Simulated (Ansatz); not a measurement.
PBr:

```
Br P
1.0
     4.93856    0.00000    0.00000
    -2.06239    5.19450    0.00000
    -0.69678   -0.65377    6.23326
Br P
2 2
Direct
  0.66580 0.85501 0.24276
  0.33420 0.14499 0.75724
  0.64072 0.49976 0.63187
  0.35928 0.50024 0.36813
```

The cell comes from a database or a generator and needn't be the stable form of this composition.

Base run:

* Program: Ansatz 0.2.0
* Functional: r2SCAN
* Potentials or basis: Ansatz PAW
* Cutoff: 500 eV (not typed: the program's choice for these potentials)
* k mesh: 4 × 3 × 3
* Occupations: fermi-dirac, width 0.05 eV
* Spin: no spin polarisation

Its results: band gap on the k mesh 1.82 eV, direct; pressure -0.7 GPa; largest force 0.280 eV/Å.

Problem. After a change of settings the same cell gave: band gap on the k mesh 1.58 eV, direct; pressure -1.6 GPa; largest force 0.326 eV/Å. Which change was it?
A. functional from r2SCAN to LDA; cutoff from 500 eV (not typed: the program's choice for these potentials) to 420 eV (not typed: the program's choice for these potentials)
B. functional from r2SCAN to BLYP; cutoff from 500 eV (not typed: the program's choice for these potentials) to 420 eV (not typed: the program's choice for these potentials)
C. functional from r2SCAN to revPBE; cutoff from 500 eV (not typed: the program's choice for these potentials) to 420 eV (not typed: the program's choice for these potentials)
D. functional from r2SCAN to HSE06; cutoff from 500 eV (not typed: the program's choice for these potentials) to 420 eV (not typed: the program's choice for these potentials)

Solution. A.

r2SCAN gives the wider gap, since meta-GGAs in the generalised Kohn-Sham scheme recover part of the derivative discontinuity.

Caveats: the k mesh misses the band edges, so the gap on the mesh is wider than the one along the path; the PAW data sets come from PBE, with cores solved anew for the run's functional, which leaves a small shift of forces and pressure.

Runs at the PBE level aren't shown here.
